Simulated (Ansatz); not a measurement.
# Co: the order of phases at one pressure

Aim: bring Co in several structures (hcp, sc, beta tin, diamond) to one pressure and rank them by enthalpy. The pressure is set by scaling the first phase. Methods of the runs shown: PAW.

Method: DFT, PBEsol, PAW with Ansatz's default frozen-core files, scalar-relativistic, in Ansatz 0.2.0.

## Step 1: The system as given

The structure is hexagonal, space group P6_3/mmc (No. 194). The conventional cell has a = 2.452 Å, b = 2.452 Å, c = 3.973 Å, α = 90.00°, β = 90.00°, γ = 120.00°. Around Co (site symmetry -6m2) lie 12 Co at 2.44 to 2.45 Å.

As a file:

```xyz
2
Lattice="2.4523 0.0000 0.0000 -1.2261 2.1237 0.0000 0.0000 0.0000 3.9727" Properties=species:S:1:pos:R:3 pbc="T T T"
Co    0.0000    1.4158    0.9932
Co    1.2261    0.7079    2.9795
```

Atoms are numbered in the order of the input: Co1, Co2.

## Step 2: Cell relaxed at zero pressure, PAW

The input, input.yaml:

```yaml
crystal:
  lattice:
    - [2.4522888009, 0.0, 0.0]
    - [-1.2261444005, 2.123744399, 0.0]
    - [0.0, 0.0, 3.9727078575]
  atoms:
    - { symbol: Co, position: [0.3333333333, 0.6666666667, 0.25], spin: 1.7 }
    - { symbol: Co, position: [0.6666666667, 0.3333333333, 0.75], spin: 1.7 }
magnetization:
  spin_polarized: true
kpoints:
  mp_grid: { grid: [19, 19, 10] }
scf:
  occupations: { method: fermi_dirac, width: 0.08 }
hamiltonian:
  xc: pbesol
  pseudopotentials: { kind: paw }
output:
  forces: true
  stress: true
relax:
  f_tol: 0.005
  max_steps: 40
  cell: {}
```

Launch:

```
ansatz run input.yaml --threads 2 --pin off --max-ram 7168MiB --backend cpu --events-out ev --progress --plain --runs-dir out
```

The runs that follow: Volume scaled by 0.898, to set the pressure, PAW; Hcp relaxed under pressure, PAW; Sc relaxed under pressure, PAW; Beta tin relaxed under pressure, PAW; Diamond relaxed under pressure, PAW.

**Question.** What will these runs give? Wanted: pressure; lowest.

**Answer**, as computed:

```
    quantity                               value
    pressure                              34 GPa
lowest (PAW)  hcp, 794.4 meV/atom under beta tin
```

**Reading.** By PAW the order is hcp < beta tin < sc < diamond. Only these structures were tried, with electrons smeared by 0.08 eV and without vibrations, so the true ground state may be another. The k meshes differ between phases and weren't tested, which can move differences by some meV. The magnetic state is the one reached from the start moments in this cell; it needn't be the ground state.
